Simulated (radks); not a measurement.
# Spin polarisation of the 5d shell in Hf⁺

One table from this session's results is given with a row withheld; the runs are named, their logs left out.

Program: radks (a radial shooting solver on a logarithmic mesh, Libxc functionals) version 1. Level of theory: scalar-relativistic Kohn-Sham, PBE, spin-polarised, spherical densities, finite nucleus. These are calculated values, not measurements, unless marked.

## What is computed

* element: hafnium (Z = 72)
* charge: +1
* electrons: 71
* configuration: [Xe] 4f14 5d(up 0.5, down 0.5) 6s2
* nuclear rms radius: 5.347 fm

A shell typed twice in an input gives spin up, then spin down.

The first run:

The run's settings:

```text
Z 72
configuration [Xe] 4f14 5d0.5 5d0.5 6s2
relativity scalar-relativistic
functional pbe,pbe
spin polarised
nucleus finite rms 5.347 fm
c 137.035999084
```

Steps of the session up to this table: No moment.

One of the session's tables, all rows but one given; the rest of the session is left out.

It belongs to the step «No moment». Sizes of the orbitals, from the radial functions (bohr):

```
level     <r>  outermost maximum (interpolated)  90 % within  nodes
   4s  0.4683                             0.437        0.673      3
   4p  0.4977                             0.458        0.724      2
   4d  0.5352                             0.471        0.804      1
   5s   1.133                              1.02         1.63      4
   5p       ?                                 ?            ?      ?
   4f  0.6755                             0.455         1.14      0
   6s   3.115                              2.73         4.52      5
   5d   2.170                              1.63         3.44      2
```

Estimate the missing values for 5p.

The run gave: <r>: 1.333; outermost maximum (interpolated): 1.16; 90 % within: 1.96; nodes: 3. In the column «<r>» it lies between 5s (1.133) and 5d (2.170).
